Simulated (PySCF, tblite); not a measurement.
# C4H11F3N2Si: geometry, infrared bands and NMR shifts

Aim: predict the infrared bands and NMR shifts of C4H11F3N2Si (`CCN[Si@@H](NC)C(F)(F)F`).

The runs use tblite 0.8.0 and PySCF 2.14.0, with density-fitted response routines of our own; the level of theory stands in each step. All values are computed, except where a source is named. Atoms count from 0, in the outputs and in this text.

**1. Starting geometry**

21 atoms, charge 0, multiplicity 1; geometry from: force field or distance geometry start.

Bonds of the start (Å): C0–C1 1.53, C1–N2 1.40, N2–Si3 1.77, Si3–N4 1.77, N4–C5 1.47, Si3–C6 1.88, C6–F7 1.36, C6–F8 1.37, C6–F9 1.40, C0–H10 1.11, C0–H11 1.10, C0–H12 1.10, C1–H13 1.11, C1–H14 1.12, N2–H15 1.03, Si3–H16 1.47, N4–H17 1.06, C5–H18 1.11, C5–H19 1.09, C5–H20 1.12.

**2. Geometry optimisation with GFN2-xTB**

Job settings and geometry (Å):

```
{"job": {"kind": "relax", "xc": "GFN2-xTB", "basis": "xTB"}, "charge": 0, "multiplicity": 1}
C      2.440500    -1.141700    -0.363100
C      1.974700    -0.108500     0.669600
N      1.228600     0.951100     0.135800
Si    -0.283600     0.555100    -0.699100
N     -0.932000    -1.062200    -0.400100
C     -2.364600    -1.053600    -0.082400
C     -1.497700     1.918200    -0.239700
F     -2.636300     1.460100     0.334600
F     -1.687900     2.706200    -1.345200
F     -0.905500     2.737700     0.724700
H      2.435500    -0.674200    -1.372500
H      3.464700    -1.448900    -0.098400
H      1.728100    -1.978600    -0.310600
H      1.500000    -0.616600     1.540900
H      2.922600     0.329100     1.081600
H      1.778600     1.694600    -0.327900
H     -0.045500     0.702700    -2.138200
H     -0.886800    -1.613400    -1.302200
H     -2.525200    -0.744200     0.969300
H     -2.946100    -0.498000    -0.825100
H     -2.770800    -2.097800    -0.129300
```

Started as:

```console
$ OMP_NUM_THREADS=1 python probes_run.py task.json out
```

The driver reads the jobs from task.json and runs them one after another.

The log of the run:

```text
step      E/eV     max force
  0    -978.16613    2.813
  1    -978.56376    1.235
  2    -978.71778    0.927
  3    -978.84082    0.620
  4    -978.87762    0.476
  5    -978.91599    0.524
  6    -978.95052    0.477
  7    -978.97838    0.369
  8    -979.00334    0.339
  9    -979.02981    0.395
 10    -979.05488    0.427
 11    -979.07390    0.258
 12    -979.08622    0.266
 13    -979.09729    0.269
 14    -979.11117    0.385
 15    -979.12533    0.337
 16    -979.13576    0.212
 17    -979.14128    0.372
 18    -979.14659    0.307
 19    -979.15159    0.225
 20    -979.15959    0.107
 21    -979.16159    0.112
 22    -979.16473    0.108
 23    -979.16718    0.126
 24    -979.17094    0.140
 25    -979.17414    0.103
 26    -979.17676    0.118
 27    -979.17912    0.125
 28    -979.18213    0.144
 29    -979.18559    0.142
 30    -979.18931    0.131
 31    -979.19289    0.144
 32    -979.19613    0.148
 33    -979.19926    0.117
 34    -979.20233    0.093
 35    -979.20473    0.198
 36    -979.20557    0.373
 37    -979.20886    0.151
 38    -979.21157    0.105
 39    -979.21599    0.149
 40    -979.21936    0.171
 41    -979.22322    0.183
 42    -979.22663    0.165
 43    -979.23266    0.182
 44    -979.23743    0.188
 45    -979.24244    0.173
 46    -979.24539    0.209
 47    -979.25032    0.200
 48    -979.25422    0.154
 49    -979.26134    0.159
 50    -979.26408    0.141
 51    -979.27039    0.147
 52    -979.27379    0.138
 53    -979.27650    0.141
 54    -979.27929    0.148
 55    -979.28268    0.129
 56    -979.28880    0.156
 57    -979.29142    0.141
 58    -979.29457    0.146
 59    -979.29695    0.141
 60    -979.30004    0.166
 61    -979.30273    0.115
 62    -979.30495    0.162
 63    -979.30718    0.226
 64    -979.31048    0.262
 65    -979.31625    0.226
 66    -979.32250    0.182
 67    -979.32813    0.210
 68    -979.33333    0.202
 69    -979.33760    0.172
 70    -979.34301    0.170
 71    -979.34841    0.188
 72    -979.35623    0.224
 73    -979.36041    0.220
 74    -979.36771    0.259
 75    -979.36927    0.355
 76    -979.38240    0.220
 77    -979.38959    0.158
 78    -979.39964    0.159
 79    -979.40326    0.162
 80    -979.41239    0.195
 81    -979.41744    0.180
 82    -979.42132    0.111
 83    -979.42376    0.110
 84    -979.42576    0.145
 85    -979.42854    0.166
 86    -979.43247    0.133
 87    -979.43591    0.124
 88    -979.43788    0.095
 89    -979.43956    0.098
 90    -979.44125    0.139
 91    -979.44320    0.123
 92    -979.44587    0.098
 93    -979.44853    0.112
 94    -979.45120    0.157
 95    -979.45366    0.167
 96    -979.45670    0.136
 97    -979.45973    0.164
 98    -979.46283    0.116
 99    -979.46541    0.129
100    -979.46758    0.137
101    -979.46986    0.116
102    -979.47197    0.101
103    -979.47434    0.082
104    -979.47569    0.082
105    -979.47736    0.066
106    -979.47825    0.058
107    -979.47892    0.051
108    -979.47956    0.049
109    -979.48026    0.062
110    -979.48095    0.070
111    -979.48160    0.054
112    -979.48213    0.050
113    -979.48249    0.036
114    -979.48277    0.034
115    -979.48303    0.030
116    -979.48333    0.028
117    -979.48370    0.034
118    -979.48408    0.033
119    -979.48439    0.034
120    -979.48462    0.044
121    -979.48489    0.048
122    -979.48521    0.043
123    -979.48556    0.042
124    -979.48583    0.034
125    -979.48598    0.019
126    -979.48607    0.024
127    -979.48618    0.026
128    -979.48633    0.034
129    -979.48650    0.040
130    -979.48672    0.046
131    -979.48704    0.047
132    -979.48749    0.056
133    -979.48810    0.058
134    -979.48881    0.055
135    -979.48951    0.048
136    -979.48976    0.085
137    -979.49054    0.062
138    -979.49104    0.050
139    -979.49213    0.068
140    -979.49248    0.039
141    -979.49284    0.032
142    -979.49317    0.044
143    -979.49327    0.031
144    -979.49341    0.020
145    -979.49351    0.025
146    -979.49353    0.035
147    -979.49361    0.018
148    -979.49367    0.015
149    -979.49372    0.014
150    -979.49375    0.012
151    -979.49378    0.012
152    -979.49381    0.012
153    -979.49384    0.014
154    -979.49388    0.015
155    -979.49392    0.019
156    -979.49398    0.018
157    -979.49404    0.018
158    -979.49410    0.015
159    -979.49415    0.016
160    -979.49418    0.019
161    -979.49421    0.015
162    -979.49424    0.013
163    -979.49428    0.013
164    -979.49432    0.011
165    -979.49435    0.009
```

Wall time 1.2 s (1 thread of Arm Neoverse V2, shared host); peak memory 0.18 GiB.

The steps of the relaxation: (not every step is listed)

```
step  energy from step 0 (eV)  largest force (eV/Å)
   0                   0.0000                2.8134
   1                  -0.3976                1.2349
   2                  -0.5516                0.9269
   3                  -0.6747                0.6202
   4                  -0.7115                0.4764
   5                  -0.7499                0.5240
   6                  -0.7844                0.4775
   7                  -0.8123                0.3691
   8                  -0.8372                0.3391
  23                  -1.0011                0.1256
  38                  -1.0454                0.1046
  53                  -1.1104                0.1407
  68                  -1.1672                0.2017
  83                  -1.2576                0.1099
  98                  -1.2967                0.1160
 113                  -1.3164                0.0359
 128                  -1.3202                0.0338
 143                  -1.3271                0.0314
 158                  -1.3280                0.0153
 160                  -1.3281                0.0190
 161                  -1.3281                0.0154
 162                  -1.3281                0.0133
 163                  -1.3282                0.0132
 164                  -1.3282                0.0108
 165                  -1.3282                0.0087
```

Distances of close pairs at the start and the end, largest changes first:

```
  bond  before (Å)  after (Å)  change (Å)
N2–Si3       1.772      1.707      -0.065
Si3–N4       1.768      1.709      -0.059
Si3–C6       1.882      1.939      +0.056
N4–H17       1.058      1.009      -0.049
 C1–N2       1.402      1.446      +0.045
 C6–F9       1.397      1.354      -0.044
C5–H20       1.121      1.091      -0.031
C1–H14       1.122      1.095      -0.028
```

The final coordinates are the input of the step that follows.

**3. Vibrational analysis with GFN2-xTB**

Job settings and geometry (Å):

```
{"job": {"kind": "ir", "xc": "GFN2-xTB", "basis": "xTB"}, "charge": 0, "multiplicity": 1}
C      3.020667    -0.517270    -0.700034
C      2.020393    -0.617531     0.447527
N      1.006895     0.413011     0.403291
Si    -0.407723     0.302065    -0.546193
N     -1.438007    -0.855679     0.174226
C     -2.830904    -1.078148    -0.159187
C     -1.271427     2.019912    -0.298013
F     -1.704431     2.252103     0.954833
F     -2.354950     2.168920    -1.093041
F     -0.458357     3.058879    -0.601392
H      3.516658     0.450421    -0.683094
H      3.773822    -1.295929    -0.614349
H      2.506839    -0.624938    -1.651630
H      1.512738    -1.582345     0.407302
H      2.549205    -0.548537     1.403694
H      1.411611     1.328802     0.533359
H     -0.251821     0.207553    -2.009443
H     -1.015847    -1.678045     0.578226
H     -3.266621    -0.150876    -0.519943
H     -2.952102    -1.840272    -0.934689
H     -3.375559    -1.395154     0.731207
```

The log of the run:

```text
mode    cm-1     km/mol
  1      14.4      0.02
  2      37.5      1.07
  3      62.9      0.52
  4      83.5      0.35
  5      88.3      2.49
  6     118.7      0.34
  7     135.3      1.68
  8     164.0      4.58
  9     199.7      0.32
 10     225.8      1.41
 11     253.4     10.23
 12     294.2      8.67
 13     319.9     14.18
 14     408.6     16.27
 15     421.8     13.53
 16     461.0     30.95
 17     467.1      7.81
 18     473.7     77.53
 19     520.5    130.12
 20     659.3      4.51
 21     687.3    134.61
 22     714.0    101.55
 23     791.1    118.37
 24     830.4     55.20
 25     869.8     56.58
 26     989.1      0.41
 27    1012.4    230.88
 28    1033.0    225.94
 29    1065.0     22.60
 30    1073.6     15.60
 31    1102.4     19.98
 32    1107.8      3.59
 33    1155.1     84.13
 34    1170.1    170.98
 35    1177.8     34.79
 36    1247.5     10.87
 37    1324.3      4.83
 38    1355.7     76.68
 39    1379.9    124.87
 40    1403.0      8.07
 41    1424.8      0.76
 42    1483.8      1.40
 43    1484.7      5.14
 44    1488.4      4.30
 45    1495.3      4.79
 46    1498.0      1.90
 47    2165.4    280.40
 48    2934.8     64.96
 49    2935.3     39.51
 50    2984.9     40.42
 51    2988.6     37.45
 52    3038.4     35.76
 53    3044.8     27.83
 54    3047.7     33.05
 55    3056.0     14.31
 56    3438.9      8.69
 57    3445.5      4.03
```

It took 0.8 s on 1 thread of Arm Neoverse V2, shared host; peak memory 0.18 GiB.

The strongest bands and the atoms that carry them (share of the mass-weighted mode):

```
cm⁻¹  km/mol                        atoms
 520   130.1            H15 58 %, N2 30 %
 687   134.6                     H16 86 %
 791   118.4   Si3 29 %, N4 14 %, N2 12 %
1012   230.9    C6 66 %, F9 15 %, F8 11 %
1033   225.9             C6 71 %, F7 16 %
1170   171.0    C6 24 %, N4 16 %, C5 13 %
1380   124.9  H15 40 %, H13 23 %, N2 20 %
2165   280.4                     H16 97 %
```

**4. Nuclear shieldings: PBE0/pcSseg-1**

Settings changed since step 3:

```diff
@@ -1,2 +1,2 @@
-{"job": {"kind": "ir", "xc": "GFN2-xTB", "basis": "xTB"}, "charge": 0, "multiplicity": 1}
+{"job": {"kind": "nmr", "xc": "PBE0", "basis": "pcSseg-1"}, "charge": 0, "multiplicity": 1}
 C      3.020667    -0.517270    -0.700034
```

Method: GIAO PBE0/pcSseg-1 NMR shielding, non-relativistic, gas phase.

The log of the run:

```text
coarse grid: 18176 points
cycle   1  E = -856.5934714789  dE =  1.218e+00  |g| = 9.548e-01  |ddm| = 3.969e+00
cycle   2  E = -856.4315231675  dE =  1.619e-01  |g| = 1.395e+00  |ddm| = 1.387e+00
cycle   3  E = -856.7587427825  dE = -3.272e-01  |g| = 6.934e-02  |ddm| = 8.472e-01
cycle   4  E = -856.7595117045  dE = -7.689e-04  |g| = 3.450e-02  |ddm| = 7.089e-02
cycle   5  E = -856.7597650552  dE = -2.534e-04  |g| = 7.598e-03  |ddm| = 2.640e-02
cycle   6  E = -856.7597757771  dE = -1.072e-05  |g| = 2.289e-03  |ddm| = 6.306e-03
cycle   7  E = -856.7597765553  dE = -7.782e-07  |g| = 5.517e-04  |ddm| = 1.584e-03
final grid: 172648 points
cycle   8  E = -856.8339858391  dE = -5.877e-05  |g| = 1.060e-02  |ddm| = 2.552e-02
cycle   9  E = -856.8339714341  dE =  1.440e-05  |g| = 1.379e-02  |ddm| = 1.934e-02
cycle  10  E = -856.8340108539  dE = -3.942e-05  |g| = 1.058e-03  |ddm| = 1.073e-02
cycle  11  E = -856.8340110522  dE = -1.983e-07  |g| = 3.314e-04  |ddm| = 8.746e-04
cycle  12  E = -856.8340110734  dE = -2.119e-08  |g| = 6.967e-05  |ddm| = 2.514e-04
cycle  13  E = -856.8340110741  dE = -6.860e-10  |g| = 2.801e-05  |ddm| = 6.435e-05
converged SCF energy = -856.8340110741

GIAO shielding tensors (ppm)
atom      isotropic    diamagn.    paramagn.     s11        s22        s33       span
  0 C      164.133     247.851     -83.718    144.462    162.121    185.816     41.354
  1 C      146.364     242.928     -96.563    122.080    148.062    168.951     46.871
  2 N      225.462     326.650    -101.188    205.107    230.806    240.472     35.365
  3 Si     389.941     883.410    -493.469    356.714    384.420    428.688     71.975
  4 N      247.204     327.275     -80.071    213.311    255.739    272.561     59.250
  5 C      157.475     240.352     -82.877    133.479    151.026    187.920     54.441
  6 C       49.331     256.563    -207.232     45.715     47.375     54.904      9.189
  7 F      254.551     475.520    -220.969    154.685    271.411    337.557    182.873
  8 F      249.250     473.973    -224.724    145.712    267.355    334.682    188.970
  9 F      256.379     475.501    -219.122    155.680    270.740    342.718    187.037
 10 H       30.712      29.212       1.500     27.239     28.995     35.903      8.664
 11 H       30.671      27.468       3.203     26.328     27.401     38.284     11.956
 12 H       30.465      30.452       0.013     26.470     30.162     34.762      8.292
 13 H       29.247      32.483      -3.236     23.335     30.803     33.604     10.269
 14 H       28.577      29.922      -1.345     22.465     28.030     35.235     12.770
 15 H       30.994      35.787      -4.792     22.138     31.302     39.543     17.405
 16 H       26.282      31.338      -5.055     23.384     24.805     30.659      7.275
 17 H       31.439      36.164      -4.725     21.260     32.055     41.003     19.743
 18 H       28.813      28.206       0.607     23.351     29.487     33.602     10.251
 19 H       28.871      26.987       1.884     23.183     26.726     36.704     13.520
 20 H       28.784      27.000       1.784     23.740     26.367     36.246     12.506
```

Wall time 58 s (1 thread of Arm Neoverse V2, shared host); peak memory 1.1 GiB.

Shifts follow as δ = σ(reference) − σ, with reference shieldings (ppm) from runs at the same level and on the same kind of geometry: ¹H TMS 31.72, ¹³C TMS 186.9, ²⁹Si TMS 349.2, ¹⁹F CFCl3 170.9, ¹⁵N NH3 267.7. The references are single molecules in the gas phase, so shifts against H2O, NH3, PH3, H3PO4 or CFCl3 are not on the usual liquid scales and can be off by tens of ppm. Atoms listed in one row are averaged.

```
        atoms                              environment  σ (ppm)  δ (ppm)  δ scaled to CDCl3
           C6                               CF3 carbon     49.3    137.6              132.4
           C1                      sp3 CH2 bonded to N    146.4     40.6               37.7
           C5                methyl carbon bonded to N    157.5     29.5               26.8
           C0                            methyl carbon    164.1     22.8               20.3
          H16   hydrogen on a silicon bonded to C, 2 N    26.28     5.43                  –
          H14       hydrogen on an sp3 CH2 bonded to N    28.58     3.14               3.07
H18, H19, H20  hydrogen on a methyl carbon bonded to N    28.82     2.89               2.83
          H13       hydrogen on an sp3 CH2 bonded to N    29.25     2.47               2.43
H10, H11, H12              hydrogen on a methyl carbon    30.62     1.10               1.14
          H15   hydrogen on a nitrogen bonded to C, Si    30.99     0.72                  –
          H17   hydrogen on a nitrogen bonded to C, Si    31.44     0.28                  –
           N2              nitrogen bonded to C, Si, H    225.5     42.3                  –
           N4              nitrogen bonded to C, Si, H    247.2     20.5                  –
          Si3              silicon bonded to C, 2 N, H    389.9    -40.8                  –
   F7, F8, F9                  fluorine of a CF3 group    253.4    -82.4                  –
```

The scaled column applies a straight-line fit of computed shieldings to shifts measured in CDCl3, and one for carbons that bear F (root-mean-square error 0.16 ppm for H, 1.9 ppm for C).

The run also stored atomic charges by several schemes (e):

```
     atoms  Mulliken    IAO  Hirshfeld  ESP fit
        C0     -0.29  -0.43      -0.12    -0.31
        C1     -0.07  -0.13      -0.02     0.42
        N2     -0.68  -0.68      -0.24    -1.01
       Si3      0.97   1.12       0.39     0.61
        N4     -0.70  -0.69      -0.25    -0.58
        C5     -0.10  -0.30      -0.07    -0.20
        C6      0.51   0.53       0.16     0.25
F7, F8, F9     -0.28  -0.29      -0.11    -0.15
```

Mayer bond orders: C0–C1 1.05, C1–N2 0.96, N2–Si3 1.03, Si3–N4 1.04, N4–C5 0.96, Si3–C6 0.76, C6–F7 0.96, C6–F8 0.94, C6–F9 0.95.

The fields below are evaluated on a grid from the run's orbitals.

Frontier orbitals at PBE0/pcSseg-1, with the share of their density that lies nearest to each atom:

```
orbital  energy (eV)                                    lies on
   HOMO        -6.91  N4 54 %; N2 10 %; H17, H19 about 7 % each
   LUMO         0.56               H13 15 %; Si3 14 %; H16 12 %
```

ELF in a plane through or near 7 of the atoms.

Ten even steps from ' ' (0.00) to '@' (1.00):
```
                                                        
                                                        
                              ....                      
                          ..==****--                    
                        ..++%%**%%::  ::::              
                        ..**%%##**::--##**--            
            --::            ..--::==##%%%%==            
        --@@@@@@--  ..::....--%%%%++++####--            
        **@@@@@@**  ::++**::  ..@@++  ..                
        ..##@@%%++....**%%..%%##....  ..**##++          
      ::**%%**--==**::..--..  ::%%==..@@@@@@@@::        
      ##@@@@@@##++----::  ..==%%%%##**--%%%%--          
      ++@@@@@@==  --####    ::++##**++--==--            
        --**--    --####    ..==--..==%%##--            
                    ..              ..++==..            
                                                        
                                                        
                                                        
                                                        
                                                        
```
The map spans 12.9 Å across and 11.3 Å up, centred on the molecule. Atoms in the plane (x, y in Å): C0 (-3.1, -0.2), Si3 (0.4, 0.3), C5 (2.7, -1.3), F9 (0.7, 3.0), H10 (-3.5, 0.8), H11 (-3.9, -0.9), H18 (3.2, -0.4).

On the surface of density 0.002 e/bohr³ the electrostatic potential runs, from the 1st to the 99th percentile, from -1.22 V near N4 to 1.60 V near H17.

**5. Results**

| quantity | value |
| --- | --- |
| strongest single infrared mode (GFN2-xTB) | 2165 cm⁻¹, 280 km/mol |
| zero-point energy (GFN2-xTB) | 98.4 kcal/mol |
| ¹³C shifts against TMS (PBE0/pcSseg-1) | 137.6, 40.6, 29.5, 22.8 ppm |
| ¹H shifts against TMS (PBE0/pcSseg-1, means over atoms taken as alike) | 5.43, 3.14, 2.89, 2.47, 1.10, 0.72, 0.28 ppm |
| ¹⁵N shifts against NH3 (PBE0/pcSseg-1) | 42.3, 20.5 ppm |
| ²⁹Si shifts against TMS (PBE0/pcSseg-1) | -40.8 ppm |
| ¹⁹F shifts against CFCl3 (PBE0/pcSseg-1, means over atoms taken as alike) | -82.4 ppm |
| surface potential, 1st and 99th percentile | -1.22 V and 1.60 V |

Over 165 steps the energy fell by 1.328 eV; of the close pairs, N2–Si3 changed most, 1.772 to 1.707 Å. All 57 modes are real, so the xTB geometry is a minimum. The strongest single mode, at 2165 cm⁻¹, moves mainly H16. GFN2-xTB is a fitted tight-binding method: band positions and strengths are rough. Its intensities can rank the bands wrongly. At PBE0/pcSseg-1: The widest tensor belongs to F7, F8, F9: span 186 ppm, with a paramagnetic part of -222 ppm.
